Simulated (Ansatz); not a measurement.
**CH₅AlGaNO: a ladder of functionals and wavefunction methods**

Aim: compute CH₅AlGaNO with functionals from several rungs and with coupled cluster, and see how far each lands from CCSD(T) at the basis-set limit for the atomisation energy.

Program: Ansatz 0.2.0, Gaussian basis. Level of theory: functionals in def2-TZVPP, the program's frozen cores in correlated methods. These are calculated values, not measurements.

Plan: LDA (SPW92), PBE-D4, revPBE-D4, BLYP-D4, r2SCAN-D4, B97M-V, PBE0-D4, B3LYP-D4, r2SCANh-D4, r2SCAN0-D4, HSE06-D4, BHLYP-D4, CAM-B3LYP-D4, LC-ωPBE, ωB97X-V, ωB97M-V, B2PLYP, PBE-QIDH; CCSD(T)/def2-SVP; CCSD(T)/def2-TZVPP; MP2/def2-QZVPP; extrapolation to the limit; RPA on PBE.

**1. Structure used throughout**

An earlier PBE0-D4 in a triple-zeta def2 set relaxation fixed the geometry.

SMILES `[NH2][Ga]1[CH2][Al]1[OH]`, 10 atoms, charge 0, spin multiplicity 1.

Atoms are counted from 1 here; the program's logs count them from 0.

Bond lengths: N1–Ga2 1.812 Å, N1–H6 1.007 Å, N1–H7 1.006 Å, Ga2–C3 2.072 Å, Ga2–Al4 2.395 Å, C3–Al4 1.919 Å, C3–H8 1.110 Å, C3–H9 1.091 Å, Al4–O5 1.692 Å, O5–H10 0.956 Å. Angles: Ga2–N1–H6 123.3°, Ga2–N1–H7 124.3°, H6–N1–H7 112.2°, N1–Ga2–C3 128.6°, N1–Ga2–Al4 172.3°, C3–Ga2–Al4 50.2°, Ga2–C3–Al4 73.6°, Ga2–C3–H8 95.6°, Ga2–C3–H9 132.3°, Al4–C3–H8 103.2°, Al4–C3–H9 134.7°, H8–C3–H9 108.6°, Ga2–Al4–C3 56.1°, Ga2–Al4–O5 156.7°, C3–Al4–O5 140.0°, Al4–O5–H10 124.3°.

As a file:

```tsv
atom	x (Å)	y (Å)	z (Å)
N1	-2.6150	0.1784	-0.0999
Ga2	-0.8258	0.0504	-0.3595
C3	0.6270	-0.6081	0.9626
Al4	1.5607	0.1514	-0.5316
O5	3.0637	0.8294	-0.9129
H6	-3.0677	-0.0743	0.7635
H7	-3.2752	0.4240	-0.8177
H8	0.5435	-1.6811	0.6905
H9	0.7224	-0.5300	2.0471
H10	3.2664	1.2599	-1.7421
```

**2. LDA**

This LDA is Slater exchange with PW92 correlation.

File in.yaml:

```yaml
crystal:
  periodic: [false, false, false]
  atoms:
    - {symbol: N, position_ang: [-2.614957, 0.178436, -0.099925]}
    - {symbol: Ga, position_ang: [-0.825766, 0.050405, -0.359507]}
    - {symbol: C, position_ang: [0.626967, -0.608059, 0.962568]}
    - {symbol: Al, position_ang: [1.560667, 0.151446, -0.531575]}
    - {symbol: O, position_ang: [3.063662, 0.829353, -0.912873]}
    - {symbol: H, position_ang: [-3.067654, -0.074347, 0.763550]}
    - {symbol: H, position_ang: [-3.275167, 0.423987, -0.817743]}
    - {symbol: H, position_ang: [0.543546, -1.681147, 0.690501]}
    - {symbol: H, position_ang: [0.722351, -0.529991, 2.047074]}
    - {symbol: H, position_ang: [3.266361, 1.259918, -1.742069]}
basis:
  gaussian: {orbitals: def2-TZVPP}
hamiltonian: {xc: lda}
output: {orbitals: {seedname: orbitals}}
```

Command:

```bash
$ ansatz run in.yaml --threads 4 --pin off --events-out ev --progress --plain --max-ram 10444MiB
```

The runs that follow: PBE-D4 (GGA); revPBE-D4 (GGA); BLYP-D4 (GGA); r2SCAN-D4 (meta-GGA); B97M-V (meta-GGA); PBE0-D4 (hybrid); B3LYP-D4 (hybrid); r2SCANh-D4 (hybrid); r2SCAN0-D4 (hybrid); HSE06-D4 (hybrid); BHLYP-D4 (hybrid); CAM-B3LYP-D4 (range-separated); LC-ωPBE (range-separated); ωB97X-V (range-separated); ωB97M-V (range-separated); B2PLYP (double hybrid); PBE-QIDH (double hybrid); CCSD(T) in def2-SVP; CCSD(T) in def2-TZVPP; MP2 in def2-QZVPP; RPA on PBE orbitals.

Q: Predict the results of all the runs planned. Wanted: atomisation energy, CCSD(T)/CBS; farthest beyond LDA; mean size of error, GGA; mean size of error, meta-GGA; mean size of error, hybrid; mean size of error, range-separated; mean size of error, double hybrid; gap, smallest and largest; T1 diagnostic.

The runs gave:

| quantity | value |
| --- | --- |
| atomisation energy, CCSD(T)/CBS | 3358.6 kJ/mol |
| functionals within 33.6 kJ/mol (1.0 %) | BLYP-D4, r2SCAN-D4, B97M-V, PBE0-D4, HSE06-D4, CAM-B3LYP-D4, LC-ωPBE, ωB97X-V, ωB97M-V |
| farthest beyond LDA | BHLYP-D4 (-164.0 kJ/mol) |
| mean size of error, GGA | 46.3 kJ/mol |
| mean size of error, meta-GGA | 6.9 kJ/mol |
| mean size of error, hybrid | 63.6 kJ/mol |
| mean size of error, range-separated | 20.8 kJ/mol |
| mean size of error, double hybrid | 54.2 kJ/mol |
| gap, smallest and largest | 2.52 eV (LDA (SPW92)), 8.52 eV (LC-ωPBE) |
| T1 diagnostic | 0.0151 |
| triples share of the correlation energy | 4.2 % |

**Reading.** LDA overbinds by 515.7 kJ/mol (15 %). PBE-D4 is off by +52.2 kJ/mol. Double hybrids carry the basis error of their MP2 part in triple zeta, and no dispersion term here, so their miss is partly the set-up's. The rungs meta-GGA, range-separated miss on average by less than the doubt on the reference (33.6 kJ/mol), so they tie. Misses under about 33.6 kJ/mol are within the doubt on the reference itself, which lacks core-valence correlation, relativity and higher excitations, and its outer-core shells are covered unevenly. Hartree-Fock recovers 67 % of the binding; the rest is correlation. CCSD(T) in def2-SVP is off by -260.0 kJ/mol, which most functionals beat. The gap grows from 2.5 to 8.5 eV across the functionals, mostly with the share of exact exchange. Correlated methods include outer-core shells of Ga, which these sets cover unevenly.
